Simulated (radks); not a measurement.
**Ta³²⁺ in [Ar] 3d10 4s2 4p5.5 4d5 5p0.5: an all-electron calculation**

Aim: the levels, the sizes of the orbitals and the parts of the energy of the tantalum ion Ta32+.

The numbers are computed with radks (a radial shooting solver on a logarithmic mesh, Libxc functionals) version 1 (scalar-relativistic Kohn-Sham, r2SCAN, spin-polarised, spherical densities, finite nucleus; open shells are filled with parallel spins first), except any that are marked as measured or tabulated.

### 1 What is computed

- element: tantalum (Z = 73)
- charge: +32
- electrons: 41
- configuration: [Ar] 3d10 4s2 4p5.5 4d5 5p0.5
- nuclear rms radius: 5.3507 fm

### 2 Self-consistent calculation

Input:

```text
Z 73
configuration [Ar] 3d10 4s2 4p5.5 4d5 5p0.5 5s0 4f0
relativity scalar-relativistic
functional r2scan,r2scan
spin polarised
nucleus finite rms 5.3507 fm
c 137.035999084
```

What does the calculation give?

The runs gave:

```
                        quantity                    value
                    total energy      -15046.4176 hartree
exchange-correlation share of it                   1.77 %
                            −T/E                   1.1022
          highest occupied level        5p up, -829.97 eV
    most extended occupied level  5p up, <r> = 0.779 bohr
 radius at density 0.001 e/bohr³                1.43 bohr
    maxima of the radial density                        4
```

What this shows: 5 principal shells are occupied and 4 maxima appear in the radial density; where shells overlap, one shows as a shoulder or not at all. Relativity lifts −T/E to 1.102. This is not the tabulated ground configuration, so its levels and sizes aren't those of the ground state, and no measured value stands beside it.
